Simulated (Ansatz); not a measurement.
# Ca: response to biaxial strain in the a-b plane

The task here is to estimate one member of a computed series from the others.

Method: DFT PBEsol, scalar-relativistic, plane waves, PAW, in Ansatz 0.2.0.

## The starting structure

The structure is hexagonal, space group P6_3/mmc (No. 194). The conventional cell has a = 3.852 Å, b = 3.852 Å, c = 6.341 Å, α = 90.00°, β = 90.00°, γ = 120.00°. Ca (site symmetry -6m2) is surrounded by 12 Ca at 3.85 to 3.87 Å.

Structure file:

```
Ca
1.0
     3.85241    0.00000    0.00000
    -1.92620    3.33628    0.00000
     0.00000    0.00000    6.34099
Ca
2
Direct
  0.66667 0.33333 0.75000
  0.33333 0.66667 0.25000
```

It goes back to an entry of the Materials Project, which need not be the stable form.

This cell was relaxed beforehand with the same method: volume 40.75 Å³/atom, gap on the mesh none (metal).

The unstrained cell comes from an earlier run at this level (2 atoms, E(σ→0) -3587.4584 eV, gap none (metal)).

Set-up of the first run:

Input file input.yaml:

```yaml
crystal:
  lattice:
    - [3.794621204, 0.0, 0.0]
    - [-1.897310602, 3.2862383604, 0.0]
    - [0.0, 0.0, 6.3980562315]
  atoms:
    - { symbol: Ca, position: [0.6666666667, 0.3333333333, 0.75] }
    - { symbol: Ca, position: [0.3333333333, 0.6666666667, 0.25] }
basis:
  ecutwfc: 420
kpoints:
  mp_grid: { grid: [12, 12, 8] }
hamiltonian:
  xc: pbesol
scf:
  occupations: { method: gaussian, width: 0.1 }
output:
  forces: true
  stress: true
  eigenvalues: true
relax:
  adjacent_minimum: "off"
  f_tol: 0.008
  max_steps: 40
  cell: { stress_tol: 0.05, fix: [a, b, gamma] }
```

Steps of the session up to this table: The cell strained by -1.5 %; The cell strained by +1.5 %; The cell strained by -3.0 %; Strain +3.0 %; The cell strained by -4.5 %; The cell strained by +4.5 %.

One table of the session follows, with a row left open; its other results are not shown here.

Lengths are those of the vectors of the cell that was run; stresses in GPa:

| strain (%) | ΔE (meV/atom) | a (Å) | b (Å) | c (Å) |
| --- | --- | --- | --- | --- |
| -4.5 | 25.8 | 3.679 | 3.679 | 6.432 |
| -3.0 | ? | ? | ? | ? |
| -1.5 | 2.8 | 3.795 | 3.795 | 6.371 |
| +0.0 | 0.0 | 3.852 | 3.852 | 6.341 |
| +1.5 | 2.4 | 3.910 | 3.910 | 6.312 |
| +3.0 | 9.6 | 3.968 | 3.968 | 6.276 |
| +4.5 | 20.6 | 4.026 | 4.026 | 6.223 |

**Question.** Estimate the row for strain (%) = -3.0.

Worked estimate for «ΔE (meV/atom)». A straight line through the neighbours (-4.5, 25.8) and (-1.5, 2.8) gives 25.8 + (2.8 − 25.8) × (-3.0 + 4.5) / (-1.5 + 4.5) = 14.3; a parabola fitted to 3 rows on both sides gives 11.4.

As computed: ΔE (meV/atom): 11.3; a (Å): 3.737; b (Å): 3.737; c (Å): 6.403. In «ΔE (meV/atom)» the line misses by +3.0 and the parabola by +0.1.

ΔE is over the unstrained cell. Stress in GPa, positive in compression, on the Cartesian axes of the input. 
